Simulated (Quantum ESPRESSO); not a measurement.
**ScRu3 under changes of volume**

One of the cells (15.273 Å³/atom); the others are scaled copies at fixed shape and fractional positions:

```
CELL_PARAMETERS angstrom
3.93844 0.00000 0.00000
0.00000 3.93844 0.00000
0.00000 0.00000 3.93844
ATOMIC_POSITIONS crystal
Ru 0.50000 0.50000 0.00000
Ru 0.50000 0.00000 0.50000
Ru 0.00000 0.50000 0.50000
Sc 0.00000 0.00000 0.00000
```

The cell comes from a database or a generator and needn't be the stable form of this composition.

```yaml
Program: Quantum ESPRESSO 7.5
Functional: PBE
Potentials_or_basis: SSSP 1.3 efficiency PBE
Cutoff: 816 eV
Density_cutoff: 3265 eV
k_mesh: 7 × 7 × 7
Occupations: fermi-dirac, width 0.05 eV
Spin: no spin polarisation
```

| volume (Å³/atom) | energy over the lowest point (meV/atom) | pressure (GPa) |
| --- | --- | --- |
| 14.356 | ? | ? |
| 14.662 | 9.45 | 7.0 |
| 14.967 | 0.57 | 2.4 |
| 15.273 | 0.00 | -1.8 |
| 15.578 | 6.90 | -5.5 |
| 15.883 | 20.47 | -8.8 |
| 16.189 | 40.00 | -11.7 |

Q: What does the run at 14.356 Å³/atom give?

A: Energy over the lowest point 27.65 meV/atom; pressure 12.1 GPa.

Worked out: A Birch-Murnaghan fit of order 3 (a polynomial in V^(-2/3)) to the other rows has its minimum at 15.14 Å³/atom with B0 = V·E''(V) = 204 GPa and B' = 4.6. It gives 27.76 meV/atom at 14.356 Å³/atom, against the run's 27.65, and -dE/dV = 12.2 GPa, against 12.1.

Energies are extrapolated to zero smearing.
